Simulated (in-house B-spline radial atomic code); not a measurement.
# Excitations of Pb⁴⁺ as exact exchange is dialled in

Aim: follow the lowest excitations, the threshold and the polarisability of Pb⁴⁺ as the share of exact exchange in a PBE hybrid goes from none to all.

The numbers are computed with in-house B-spline radial atomic code version 1 (linear response of a closed shell, each method with its own adiabatic kernel; spin-free one-electron X2C, finite nucleus; B-spline basis; no spin-orbit coupling, no double excitations; only terms of natural parity, (−1)^L, with L up to 3 are computed), except any that are marked as measured or tabulated.

**1. The atom as given**

```
element       : lead (Z = 82)
charge        : +4
configuration : [Xe] 4f14 5d10
runs          : 0 % exact exchange; 10 % exact exchange; 20 % exact exchange; 30 % exact exchange; 40 % exact exchange; 50 % exact exchange; 60 % exact exchange; 70 % exact exchange; 80 % exact exchange; 90 % exact exchange; 100 % exact exchange
```

Outer shells as boxes (Hund's rule):

Pb⁴⁺
```
[Xe] core
4f [↑↓][↑↓][↑↓][↑↓][↑↓][↑↓][↑↓]
5d [↑↓][↑↓][↑↓][↑↓][↑↓]
```

**2. 0 % exact exchange**

Settings of the run:

```ini
Z = 82
electrons = 78.0
configuration = [Xe] 4f14 5d10
hamiltonian = x2c
method = pbeh
box_radius = 19.1
exact_exchange_fraction = 0.0
rms_radius = 5.5012
intervals = 70
```

Launch:

```console
python run_td.py task.json out
```

The settings of every run stand in task.json; they run in order.

**3. 10 % exact exchange**

The settings differ from step 2 so:

```diff
@@ -6,3 +6,3 @@
 box_radius = 19.1
-exact_exchange_fraction = 0.0
+exact_exchange_fraction = 0.1
 rms_radius = 5.5012
```

**4. 20 % exact exchange**

The settings differ from step 3 so:

```diff
@@ -6,3 +6,3 @@
 box_radius = 19.1
-exact_exchange_fraction = 0.1
+exact_exchange_fraction = 0.2
 rms_radius = 5.5012
```

**5. 30 % exact exchange**

The settings differ from step 4 so:

```diff
@@ -6,3 +6,3 @@
 box_radius = 19.1
-exact_exchange_fraction = 0.2
+exact_exchange_fraction = 0.3
 rms_radius = 5.5012
```

**6. 40 % exact exchange**

The settings differ from step 5 so:

```diff
@@ -6,3 +6,3 @@
 box_radius = 19.1
-exact_exchange_fraction = 0.3
+exact_exchange_fraction = 0.4
 rms_radius = 5.5012
```

**7. 50 % exact exchange**

The settings differ from step 6 so:

```diff
@@ -6,3 +6,3 @@
 box_radius = 19.1
-exact_exchange_fraction = 0.4
+exact_exchange_fraction = 0.5
 rms_radius = 5.5012
```

**8. 60 % exact exchange**

The settings differ from step 7 so:

```diff
@@ -6,3 +6,3 @@
 box_radius = 19.1
-exact_exchange_fraction = 0.5
+exact_exchange_fraction = 0.6
 rms_radius = 5.5012
```

**9. 70 % exact exchange**

The settings differ from step 8 so:

```diff
@@ -6,3 +6,3 @@
 box_radius = 19.1
-exact_exchange_fraction = 0.6
+exact_exchange_fraction = 0.7
 rms_radius = 5.5012
```

**10. 80 % exact exchange**

The settings differ from step 9 so:

```diff
@@ -6,3 +6,3 @@
 box_radius = 19.1
-exact_exchange_fraction = 0.7
+exact_exchange_fraction = 0.8
 rms_radius = 5.5012
```

**11. 90 % exact exchange**

The settings differ from step 10 so:

```diff
@@ -6,3 +6,3 @@
 box_radius = 19.1
-exact_exchange_fraction = 0.8
+exact_exchange_fraction = 0.9
 rms_radius = 5.5012
```

**12. 100 % exact exchange**

The settings differ from step 11 so:

```diff
@@ -6,3 +6,3 @@
 box_radius = 19.1
-exact_exchange_fraction = 0.9
+exact_exchange_fraction = 1.0
 rms_radius = 5.5012
```

Before running it: what results should come out? Wanted: for each run, threshold; 5d→6p ¹P; 5d→6p ³P, Tamm-Dancoff; α; C6.

The runs gave:

| run | threshold (eV) | 5d→6p ¹P (eV) | 5d→6p ³P, Tamm-Dancoff (eV) | α (bohr³) | C6 (hartree bohr⁶) | time |
| --- | --- | --- | --- | --- | --- | --- |
| 0 % exact exchange | 61.584 | 27.001 | 25.321 | 3.868 | 20.58 | 3.2 s |
| 10 % exact exchange | 62.517 | 27.305 | 25.615 | 3.832 | 20.37 | 4.3 s |
| 20 % exact exchange | 63.455 | 27.609 | 25.908 | 3.797 | 20.15 | 4.3 s |
| 30 % exact exchange | 64.397 | 27.913 | 26.202 | 3.763 | 19.94 | 4.3 s |
| 40 % exact exchange | 65.343 | 28.218 | 26.497 | 3.729 | 19.74 | 4.3 s |
| 50 % exact exchange | 66.294 | 28.523 | 26.791 | 3.696 | 19.54 | 4.3 s |
| 60 % exact exchange | 67.249 | 28.829 | 27.086 | 3.664 | 19.34 | 4.4 s |
| 70 % exact exchange | 68.207 | 29.135 | 27.381 | 3.633 | 19.15 | 4.3 s |
| 80 % exact exchange | 69.170 | 29.441 | 27.677 | 3.602 | 18.96 | 4.3 s |
| 90 % exact exchange | 70.137 | 29.747 | 27.973 | 3.571 | 18.78 | 4.3 s |
| 100 % exact exchange | 71.108 | 30.054 | 28.269 | 3.542 | 18.59 | 4.3 s |

From 0 % exact exchange to 100 % exact exchange the threshold goes from 61.58 to 71.11 eV and α from 3.87 to 3.54 bohr³. 5d→6p ¹P moves from 27.00 eV (0 % exact exchange) to 30.05 eV (100 % exact exchange). 5d→6p ³P moves from 25.32 eV (0 % exact exchange) to 28.27 eV (100 % exact exchange). Exact exchange removes self-interaction, which deepens the highest level. Spin-orbit coupling, absent here, splits and mixes these terms in an element this heavy.
